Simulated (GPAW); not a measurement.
A run of GPAW 26.7.0 is set up as follows.

File run.py:

```python
from ase import Atoms
from ase.dft.bandgap import bandgap
from ase.io import write
from ase.units import Bohr, GPa
from ase.parallel import parprint
from gpaw import GPAW, PW, setup_paths
from gpaw.elf import elf_from_dft_calculation

setup_paths.insert(0, '.')

atoms = Atoms(['Cr', 'V', 'C', 'C'],
              cell=[[1.4606320425, 0.8432963029, 4.7393853233],
                    [-1.4606320425, 0.8432963029, 4.7393853233],
                    [0.0, -1.6865926058, 4.7393853233]],
              scaled_positions=[[0.5, 0.5, 0.5],
                                [0.0, 0.0, 0.0],
                                [0.248759, 0.248759, 0.248759],
                                [0.751241, 0.751241, 0.751241]],
              pbc=True)
atoms.set_initial_magnetic_moments([3.0, 2.0, 0.0, 0.0])

calc = GPAW(mode=PW(800),
            xc='PBEsol',
            kpts={'size': (11, 11, 11), 'gamma': True},
            occupations={'name': 'fermi-dirac', 'width': 0.05},
            nbands=28,
            convergence={'density': 1e-05, 'energy': 1e-05},
            maxiter=150,
            txt='gpaw.txt')
atoms.calc = calc
energy = atoms.get_potential_energy()
forces = atoms.get_forces()
stress = atoms.get_stress()
calc.write('gs.gpw')
write('result.traj', atoms)
parprint(f'Energy: {energy:.6f} eV')
parprint('Forces (eV/A):')
parprint(forces.round(4))
parprint('Stress (GPa):', (stress / GPa).round(3))
parprint('Moments:', calc.get_magnetic_moments().round(3))
parprint('Fermi level:', round(calc.get_fermi_level(), 4), 'eV')
parprint(f'Gap: {bandgap(calc)[0]:.4f} eV, direct: {bandgap(calc, direct=True)[0]:.4f} eV')

# fields on the real-space grid
write('density.cube', atoms, data=calc.get_pseudo_density() * Bohr**3)
write('potential.cube', atoms, data=calc.get_electrostatic_potential())
write('spin.cube', atoms, data=(calc.get_pseudo_density(spin=0) - calc.get_pseudo_density(spin=1)) * Bohr**3)
write('elf.cube', atoms, data=elf_from_dft_calculation(calc).data)
```

Potentials or basis: PAW data sets generated in the run's folder for this functional, pw.

Launch:

```sh
$ gpaw-setup -f PBEsol C Cr V
$ OMP_NUM_THREADS=1 mpirun -n 4 gpaw python run.py
```

(1) What does it give for the net moment?

(2) Predict the pressure.

(3) What does it give for the largest force?

(4) What does it give for the site moments?

Answers

(1) 0.98 μB per cell.

(2) -6.3 GPa.

(3) 0.032 eV/Å.

(4) Cr +0.99; V +0.04; C -0.03 μB.

Caveat: the program warned that so skewed a cell can give wrong results.
